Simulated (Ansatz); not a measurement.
# CHFGa (doublet): wave-function methods side by side at a displaced geometry (v2), cc-pVDZ

The task here is to estimate one member of a computed series from the others.

Computed with Ansatz 0.2.0, Gaussian basis. Level: cc-pVDZ, core rule «outside noble gas», up to 16 orbitals frozen.

The runs, in order: UHF; CCSD(T) on ROHF; CCSD(T) on UHF; BCCD(T) on ROHF; CISD; CCSDT(Q) on ROHF; CCSDT(Q) on UHF; CASSCF and MRCISD+Q, 9 electrons in 9 orbitals; CASSCF and NEVPT2, 9 electrons in 9 orbitals.

21 further runs of the same task are left out: 2 for a known fault of the program, 6 that didn't finish, 13 set aside as unsound or not needed.

## The geometry

The geometry is a PBE0/def2-TZVP stationary point (not a proven minimum) with its atoms shifted at random (size 0.100 Å). No spin-orbit coupling is included. The filled d shell of Ga may be among the frozen orbitals whatever the setting's name suggests; the logs give the count.

4 atoms, charge 0, spin multiplicity 2.

Atoms are counted from 1 here; the program's logs count them from 0.

Bond lengths: F1–C2 1.357 Å, C2–Ga3 2.065 Å, C2–H4 1.036 Å. Angles: F1–C2–Ga3 118.2°, F1–C2–H4 105.5°, Ga3–C2–H4 133.2°.

Set-up of the first run:

in.yaml

```yaml
crystal:
  periodic: [false, false, false]
  atoms:
    - {symbol: F, position_ang: [0.079996, -0.342843, 2.135489]}
    - {symbol: C, position_ang: [-0.084879, 0.588973, 1.163245]}
    - {symbol: Ga, position_ang: [-0.008258, -0.029749, -0.805771]}
    - {symbol: H, position_ang: [0.074850, 1.501752, 1.625580]}
basis:
  gaussian: {orbitals: cc-pVDZ}
magnetization: {spin_polarized: true, initial_magnetization: 1}
hamiltonian: {xc: hf}
output: {orbitals: {seedname: orbitals}}
```

Command:

```
> ansatz run in.yaml --threads 1 --pin off --events-out ev --progress --plain --max-ram 2393MiB
```

Steps of the session up to this table: UHF; CCSD(T) on ROHF; CCSD(T) on UHF; BCCD(T) on ROHF; CISD; CCSDT(Q) on ROHF; CCSDT(Q) on UHF; CASSCF and MRCISD+Q, 9 electrons in 9 orbitals; CASSCF and NEVPT2, 9 electrons in 9 orbitals.

One table of the session follows, with a row left open; its other results are not shown here.

| method | from UCCSDT(Q) (kJ/mol) |
| --- | --- |
| ROHF | +1004.9 |
| UHF | +992.9 |
| RMP2 | +104.9 |
| UMP2 | +108.0 |
| RCCSD | +27.6 |
| UCCSD | +27.5 |
| RCCSD(T) | +4.9 |
| UCCSD(T) | +4.9 |
| BCCD(T) | ? |
| RCCSDT | +2.1 |
| UCCSDT | +2.1 |
| RCCSDT(Q) | +0.3 |
| UCCSDT(Q) | 0 |
| CASSCF frontier | +658.2 |
| MRCISD frontier | +66.4 |
| MRCISD+Q frontier | +10.7 |

Q: Estimate the row for BCCD(T) from the others.

As computed: from UCCSDT(Q) (kJ/mol): +4.5. In the column «from UCCSDT(Q) (kJ/mol)» it lies between UCCSDT (+2.1) and RCCSD(T) (+4.9).

Not comparable, so not listed: CISD; CASSCF and NEVPT2, 9 electrons in 9 orbitals (they don't share determinant, frozen orbitals or solution with the rows shown, or repeat one).

To keep in mind: Restricted and unrestricted rows rest on different reference determinants; where their highest levels disagree by more than a few hundredths of an eV, they describe different states and don't form one ladder. Warnings in the runs' records: passed over end.
